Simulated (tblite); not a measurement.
# C3H11BO: the cost of one run

Programs: tblite 0.8.0 and PySCF 2.14.0. All values are calculated, for the isolated system unless a continuum is named. Atoms count from 0, parts from 1.

## 1. Starting point

16 atoms, charge 0, multiplicity 1; geometry: rigid parts in contact. Parts: 1 = atoms 0–12, `CB(C)C`, charge 0; 2 = atoms 13–15, `O`, charge 0.

## 2. Bringing the parts together with GFN2-xTB

The job: settings as JSON, then the geometry in Å.

```
{"job": {"kind": "dock", "xc": "GFN2-xTB", "basis": "xTB"}, "charge": 0, "multiplicity": 1, "parts": [{"atoms": "0-12", "charge": 0, "multiplicity": 1}, {"atoms": "13-15", "charge": 0, "multiplicity": 1}]}
C      0.074444    -1.555605    -0.230842
B      0.000331     0.004865    -0.012323
C      1.226316     0.761314     0.631766
C     -1.301359     0.799004    -0.416274
H      0.815484    -2.053841     0.390082
H     -0.882779    -2.052200    -0.084543
H      0.356001    -1.745223    -1.267747
H      1.192753     1.842832     0.525366
H      1.254317     0.545745     1.700418
H      2.178479     0.413144     0.235358
H     -1.853100     1.056075     0.488939
H     -1.982843     0.239561    -1.052966
H     -1.078044     1.744331    -0.907234
O      0.406493     0.647081    -2.967635
H     -0.446667     0.617653    -2.530283
H      1.069432     0.420618    -2.312448
```

Method: GFN2-xTB search for minima from random contacts, gas phase.

Command:

```
OMP_NUM_THREADS=1 python cluster_run.py task.json out
```

This one command runs all jobs of the session in turn.

**Question.** How long does this first job take on 1 thread of Arm Neoverse V1, shared host?

About 10 s.
